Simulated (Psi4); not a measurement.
# CH2F3Si (SMILES [CH2][Si](F)(F)F): UB3LYP/def2-SVP

Aim: the energy change on altering one bond length of CH2F3Si at UB3LYP/def2-SVP, from 2 runs. 

The results are computed with Psi4 1.11.

## 1. The structure to begin with

The species is CH2F3Si (7 atoms), meant as a doublet with charge 0. SMILES: `[CH2][Si](F)(F)F`. The coordinates come from a PBE0-D4/def2-TZVP relaxation.

Bond lengths: C1–Si2 1.812 Å, Si2–F3 1.577 Å, Si2–F4 1.578 Å, Si2–F5 1.577 Å, C1–H6 1.084 Å, C1–H7 1.084 Å. Angles: C1–Si2–F3 111.1°, C1–Si2–F4 112.7°, C1–Si2–F5 111.2°, F3–Si2–F4 106.8°, F3–Si2–F5 108.2°, F4–Si2–F5 106.7°, Si2–C1–H6 122.2°, Si2–C1–H7 122.2°, H6–C1–H7 115.6°.

## 2. Energy and gradient at UB3LYP/def2-SVP

The input, calc.dat:

```
memory 1600 MB

molecule {
  0 2
  C     -0.691800     0.401700     0.763500
  Si     0.442900    -0.260900    -0.483500
  F      0.009400     0.178500    -1.934200
  F      0.495400    -1.838000    -0.481100
  F      1.916900     0.241300    -0.236600
  H     -1.731100     0.616200     0.542200
  H     -0.380400     0.593100     1.784100
  units angstrom
  symmetry c1
  no_reorient
  no_com
}

set {
  basis def2-SVP
  reference uks
  puream true
  e_convergence 1e-09
  d_convergence 1e-08
  scf_type pk
  dft_radial_points 99
  dft_spherical_points 590
  maxiter 100
}

E = gradient('b3lyp')
```

Launch:

```
$ psi4 -i calc.dat -o calc.out -n 1
```

calc.out:

```text
[...]
  Running in c1 symmetry.
[...]
  Nuclear repulsion =  252.903389313826551
[...]
  Multiplicity = 2
[...]
  Nalpha       = 25
  Nbeta        = 24
[...]
    Number of basis functions: 84
[...]
   @UKS iter   1:  -627.92407410916644   -4.14691e-01   8.44511e-03 DIIS/ADIIS
[...]
   @UKS iter  13:  -628.12319853749750   -6.82121e-13   1.94546e-09 DIIS
[...]
   @S^2 Observed:                7.529413401E-01
[...]
    Orbital Energies [Eh]
    ---------------------
    Alpha Occupied:
       1A    -66.230236     2A    -24.695911     3A    -24.695797
       4A    -24.694734     5A    -10.228997     6A     -5.387247
       7A     -3.751280     8A     -3.751063     9A     -3.747264
      10A     -1.208577    11A     -1.179075    12A     -1.177655
      13A     -0.718800    14A     -0.578926    15A     -0.516034
      16A     -0.513839    17A     -0.494587    18A     -0.464731
      19A     -0.460881    20A     -0.457738    21A     -0.437426
      22A     -0.429782    23A     -0.419776    24A     -0.397646
      25A     -0.283015
    Alpha Virtual:
[...]
  @UKS Final Energy:  -628.12319853749750
   => Energetics <=
    Nuclear Repulsion Energy =            252.9033893138265512
    One-Electron Energy =               -1374.7029893320309384
    Two-Electron Energy =                 541.0268347258825088
    DFT Exchange-Correlation Energy =     -47.3504332451757506
    Empirical Dispersion Energy =           0.0000000000000000
    VV10 Nonlocal Energy =                  0.0000000000000000
    Total Energy =                       -628.1231985374975011
[...]
 Multipole Moments:
 ------------------------------------------------------------------------------------
     Multipole            Electronic (a.u.)      Nuclear  (a.u.)        Total (a.u.)
 ------------------------------------------------------------------------------------
 L = 1.  Multiply by 2.5417464519 to convert [e a0] to [Debye]
 Dipole X            :        -41.6420012           41.0705517           -0.5714495
 Dipole Y            :         24.5071068          -24.1826363            0.3244706
 Dipole Z            :         45.4689868          -44.8409333            0.6280536
 Magnitude           :                                                    0.9090033
[...]
  -Total Gradient:
     Atom            X                  Y                   Z
    ------   -----------------  -----------------  -----------------
       1       -0.001592090906     0.000773384407     0.001705936704
       2        0.012969848737    -0.007725731334    -0.014184975092
       3        0.006748392197    -0.006733543739     0.022394211698
       4       -0.000768373516     0.024314896953    -0.000061328896
       5       -0.022758110353    -0.007713999490    -0.003863503459
       6        0.007326998560    -0.001562391979     0.001266024352
       7       -0.001892940277    -0.001412147852    -0.007216066873
[...]
```

Run time: 24 s. Hardware: 1 thread of Intel Xeon Platinum 8559C (Emerald Rapids), shared host; peak memory 1 GiB.

## 3. The distorted shape, same level

The input, calc.py:

```python
import psi4

psi4.set_memory('1600 MB')
psi4.set_num_threads(1)
psi4.core.set_output_file('output.dat', False)

m = psi4.geometry("""
0 2
C     -1.48384886     0.65059680     0.86421522
Si     0.66042338    -0.60153573    -1.49227326
F     -0.15877290     0.22880993    -4.23369895
F      0.75963400    -3.58182280    -1.48773791
F      3.44587968     0.34748473    -1.02569988
H     -3.44784122     1.05594305     0.44601883
H     -0.71885182     1.12079656     3.37146038
units bohr
symmetry c1
no_reorient
no_com
""")

options = {'basis': 'def2-SVP', 'reference': 'uks', 'puream': True, 'e_convergence': 1e-09, 'd_convergence': 1e-08, 'scf_type': 'pk', 'dft_radial_points': 99, 'dft_spherical_points': 590, 'maxiter': 100}
psi4.set_options(options)

e_tot, wfn = psi4.gradient('b3lyp', return_wfn=True)
psi4.oeprop(wfn, 'QUADRUPOLE', 'MULLIKEN_CHARGES', 'WIBERG_LOWDIN_INDICES')
print('gradient / Eh bohr^-1')
print(e_tot.np.round(6))
print(f'energy = {wfn.energy():.10f} Eh')
```

Launch:

```
$ python calc.py
```

output.dat:

```text
[...]
  Running in c1 symmetry.
[...]
  Nuclear repulsion =  251.663441711136869
[...]
  Multiplicity = 2
[...]
  Nalpha       = 25
  Nbeta        = 24
[...]
    Number of basis functions: 84
[...]
   @UKS iter   1:  -627.88319206666688   -4.61958e-01   8.40796e-03 ADIIS/DIIS
[...]
   @UKS iter  14:  -628.08641904211891   -1.93268e-12   3.11903e-09 DIIS
[...]
   @S^2 Observed:                7.549332117E-01
[...]
    Orbital Energies [Eh]
    ---------------------
    Alpha Occupied:
       1A    -66.232588     2A    -24.698165     3A    -24.695595
       4A    -24.695531     5A    -10.251245     6A     -5.389374
       7A     -3.753377     8A     -3.753173     9A     -3.749515
      10A     -1.209478    11A     -1.180225    12A     -1.178169
      13A     -0.702011    14A     -0.576801    15A     -0.516183
      16A     -0.514571    17A     -0.493231    18A     -0.462561
      19A     -0.461666    20A     -0.444551    21A     -0.438100
      22A     -0.420531    23A     -0.417468    24A     -0.385081
      25A     -0.283779
    Alpha Virtual:
[...]
  @UKS Final Energy:  -628.08641904211891
   => Energetics <=
    Nuclear Repulsion Energy =            251.6634417111368691
    One-Electron Energy =               -1372.2374875323521337
    Two-Electron Energy =                 539.7652941406382752
    DFT Exchange-Correlation Energy =     -47.2776673615418375
    Empirical Dispersion Energy =           0.0000000000000000
    VV10 Nonlocal Energy =                  0.0000000000000000
    Total Energy =                       -628.0864190421189051
[...]
  -Total Gradient:
     Atom            X                  Y                   Z
    ------   -----------------  -----------------  -----------------
       1       -0.028908496099    -0.015622168069    -0.085695511953
       2        0.008836643016    -0.007170164424    -0.017109559302
       3        0.007291226033    -0.006924838369     0.021849554791
       4       -0.000397890682     0.023935611767    -0.000028269604
       5       -0.022270665185    -0.007540638888    -0.003372154025
       6        0.008145800463    -0.003095799685    -0.003573639461
       7        0.027286776685     0.016520039178     0.087866093598
[...]
 Multipole Moments:
 ------------------------------------------------------------------------------------
     Multipole            Electronic (a.u.)      Nuclear  (a.u.)        Total (a.u.)
 ------------------------------------------------------------------------------------
 L = 1.  Multiply by 2.5417464519 to convert [e a0] to [Debye]
 Dipole X            :        -33.1716483           32.5968081           -0.5748402
 Dipole Y            :         29.7099552          -29.3909331            0.3190221
 Dipole Z            :         73.2152626          -72.6132858            0.6019768
 Magnitude           :                                                    0.8913991
 L = 2.  Multiply by 1.3450342976 to convert [e a0^2] to [Debye ang]
 Quadrupole XX       :       -169.2300826          144.0084830          -25.2215997
 Quadrupole XY       :         29.5253146          -29.8388038           -0.3134892
[...]
  Mulliken Charges: (a.u.)
   Center  Symbol    Alpha    Beta     Spin     Total
       1     C     3.70538  2.63282  1.07257 -0.33820
       2    SI     6.48102  6.46936  0.01166  1.04962
       3     F     4.65529  4.65025  0.00505 -0.30554
       4     F     4.65843  4.64569  0.01274 -0.30412
       5     F     4.65597  4.65043  0.00554 -0.30641
       6     H     0.43422  0.47650 -0.04228  0.08927
       7     H     0.40968  0.47495 -0.06527  0.11537
   Total alpha = 25.00000, Total beta = 24.00000, Total charge =  0.00000
  Wiberg Bond Indices using Orthogonal Lowdin Orbitals:
[...]
```

Standard output:

```text
gradient / Eh bohr^-1
[[-2.8908e-02 -1.5622e-02 -8.5696e-02]
 [ 8.8370e-03 -7.1700e-03 -1.7110e-02]
 [ 7.2910e-03 -6.9250e-03  2.1850e-02]
 [-3.9800e-04  2.3936e-02 -2.8000e-05]
 [-2.2271e-02 -7.5410e-03 -3.3720e-03]
 [ 8.1460e-03 -3.0960e-03 -3.5740e-03]
 [ 2.7287e-02  1.6520e-02  8.7866e-02]]
energy = -628.0864190421 Eh
```

Run time: 25 s. Hardware: 1 thread of Intel Xeon Platinum 8559C (Emerald Rapids), shared host; peak memory 1 GiB.

## 4. Summary of results

At UB3LYP/def2-SVP:

```
                                                         quantity          value
                                        first shape: total energy  -628.12320 Eh
                                       first shape: dipole moment         2.31 D
                  first shape: HOMO energy (highest over α and β)       -7.70 eV
                   first shape: LUMO energy (lowest over α and β)       -3.47 eV
                                                first shape: ⟨S²⟩          0.753
                            first shape: largest force on an atom     1.252 eV/Å
                                    distorted shape: total energy  -628.08642 Eh
                                   distorted shape: dipole moment         2.27 D
              distorted shape: HOMO energy (highest over α and β)       -7.72 eV
               distorted shape: LUMO energy (lowest over α and β)       -3.44 eV
                                            distorted shape: ⟨S²⟩          0.755
                        distorted shape: largest force on an atom     4.807 eV/Å
energy change with the C1–H7 bond stretched from 1.084 to 1.409 Å       1.001 eV
```

What this shows: With the C1–H7 bond stretched from 1.084 to 1.409 Å the energy rises by 1.00 eV (97 kJ/mol). The first shape isn't relaxed at this level, so the change isn't measured from a minimum. The largest force (first shape) is 1.25 eV/Å: the shape isn't a stationary point for this species at this level.
